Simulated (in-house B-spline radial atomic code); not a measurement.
# Yb⁶⁺: ionisation energy by several methods

An exercise on one series of results from a longer session: the logs are not shown, and one member is left open.

The numbers are computed with in-house B-spline radial atomic code version 1 (non-relativistic, several functionals, spin-polarised, exact exchange averaged over the configuration; spherical all-electron atom at the radial basis limit), except any that are marked as measured or tabulated.

### What is computed

| Item | Value |
| --- | --- |
| element | ytterbium (Z = 70) |
| charge | +6 |
| electrons | 64 |
| configuration | [Kr] 4d10 4f12 5s2 5p4 |
| nucleus | point |

Outer shells as boxes (Hund's rule):

[Kr] 4d10 4f12 5s2 5p4
```
[Kr] core
4d [↑↓][↑↓][↑↓][↑↓][↑↓]
4f [↑↓][↑↓][↑↓][↑↓][↑↓][↑ ][↑ ]
5s [↑↓]
5p [↑↓][↑ ][↑ ]
```

Where spins are not typed, each open shell is filled with up spins first.

The first run:

The run's settings:

```ini
Z = 70
electrons = 64.0
configuration = [Kr] 4d10 4f12 5s2 5p4
hamiltonian = nr
method = b97_1
spin_polarised = True
exact_exchange = averaged over the configuration
```

Command:

```
python run_scf.py task.json out
```

task.json lists these runs, among others, and the program works through them in turn.

Steps of the session up to this table: B97-1, a global hybrid; ωB97X, a range-separated hybrid; TPSSh, a global hybrid; M06-2X, a global hybrid; r2SCAN0, a global hybrid; BHandHLYP, a global hybrid.

One of the session's tables, all rows but one given; the rest of the session is left out.

```
   method  ΔSCF (eV)
    B97-1     109.14
    TPSSh     109.03
   M06-2X     107.21
  r2SCAN0     108.79
BHandHLYP     108.83
    ωB97X          ?
```

**Question.** Estimate the row for ωB97X.

As computed: ΔSCF (eV): 109.23. In the column «ΔSCF (eV)» it is the highest.

To keep in mind: These runs leave out relativity, which matters at this nuclear charge.
